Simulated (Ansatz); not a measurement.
**CH₄Ge (singlet): the correlation ladder at a displaced geometry (v2), cc-pVDZ**

One table from this session's results is given with a row withheld; the runs are named, their logs left out.

Computed with Ansatz 0.2.0, Gaussian basis. Level: cc-pVDZ, core rule «outside noble gas», up to 15 orbitals frozen.

The runs, in order: UHF; CCSD(T) on RHF; CCSD(T) on UHF; BCCD(T) on RHF; CISD; CCSDT(Q) on RHF; CCSDT(Q) on UHF; CASSCF and MRCISD+Q, 8 electrons in 8 orbitals; CASSCF and NEVPT2, 8 electrons in 8 orbitals.

16 further runs of the same task are left out: 6 that didn't finish, 10 set aside as unsound or not needed.

**The system**

The geometry is a PBE0/def2-TZVP stationary point (not a proven minimum) with its atoms shifted at random (size 0.100 Å). No spin-orbit coupling is included. The filled d shell of Ge may be among the frozen orbitals whatever the setting's name suggests; the logs give the count.

6 atoms, charge 0, spin multiplicity 1.

Atoms are counted from 1 here; the program's logs count them from 0.

Bond lengths: Ge1–C2 1.958 Å, Ge1–H3 1.527 Å, Ge1–H4 1.584 Å, Ge1–H5 1.659 Å, C2–H6 1.081 Å. Angles: C2–Ge1–H3 120.2°, C2–Ge1–H4 108.6°, C2–Ge1–H5 96.3°, H3–Ge1–H4 113.7°, H3–Ge1–H5 109.3°, H4–Ge1–H5 106.6°, Ge1–C2–H6 113.0°.

The first run:

Input file in.yaml:

```yaml
crystal:
  periodic: [false, false, false]
  atoms:
    - {symbol: Ge, position_ang: [0.024333, 0.016387, 0.274119]}
    - {symbol: C, position_ang: [-0.140541, -0.138228, -1.670437]}
    - {symbol: H, position_ang: [-0.063921, 1.384128, 0.946301]}
    - {symbol: H, position_ang: [1.266727, -0.845967, 0.746090]}
    - {symbol: H, position_ang: [-1.331410, -0.865101, 0.643207]}
    - {symbol: H, position_ang: [0.049659, 0.793071, -2.185659]}
basis:
  gaussian: {orbitals: cc-pVDZ}
magnetization: {spin_polarized: true, initial_magnetization: 0}
hamiltonian: {xc: hf}
output: {orbitals: {seedname: orbitals}}
```

On the command line:

```sh
ansatz run in.yaml --threads 1 --pin off --events-out ev --progress --plain --max-ram 2393MiB
```

Steps of the session up to this table: UHF; CCSD(T) on RHF; CCSD(T) on UHF; BCCD(T) on RHF; CISD; CCSDT(Q) on RHF; CCSDT(Q) on UHF; CASSCF and MRCISD+Q, 8 electrons in 8 orbitals; CASSCF and NEVPT2, 8 electrons in 8 orbitals.

One of the session's tables, all rows but one given; the rest of the session is left out.

```
   method  from RCCSDT(Q) (meV)
      RHF               +7113.8
      UHF               +6470.2
     RMP2               +1544.3
     UMP2               +1272.3
     CISD                +867.9
    RCCSD                +241.2
    UCCSD                 +29.0
 RCCSD(T)                 +54.0
 UCCSD(T)                -157.4
  BCCD(T)                     ?
   RCCSDT                 +11.7
   UCCSDT                 +19.1
RCCSDT(Q)                     0
UCCSDT(Q)                  -1.0
```

**Question.** Estimate the row for BCCD(T).

**Answer.** from RCCSDT(Q) (meV): +52.7. In the column «from RCCSDT(Q) (meV)» it lies between UCCSD (+29.0) and RCCSD(T) (+54.0).

Left out of the table: CASSCF frontier, NEVPT2 frontier, MRCISD frontier, MRCISD+Q frontier (the active space lost an orbital or holds another state than full CI finds).

Limits of these values: The determinant is far from a pure spin state, so its energy mixes those of several spin states (harmless only where they are near-degenerate, as at dissociation). The program flags UCCSD(T) as in doubt, so those rows may rest on another solution; read them beside their warnings. Restricted and unrestricted rows rest on different reference determinants; where their highest levels disagree by more than a few hundredths of an eV, they describe different states and don't form one ladder. Warnings in the runs' records: passed over end.
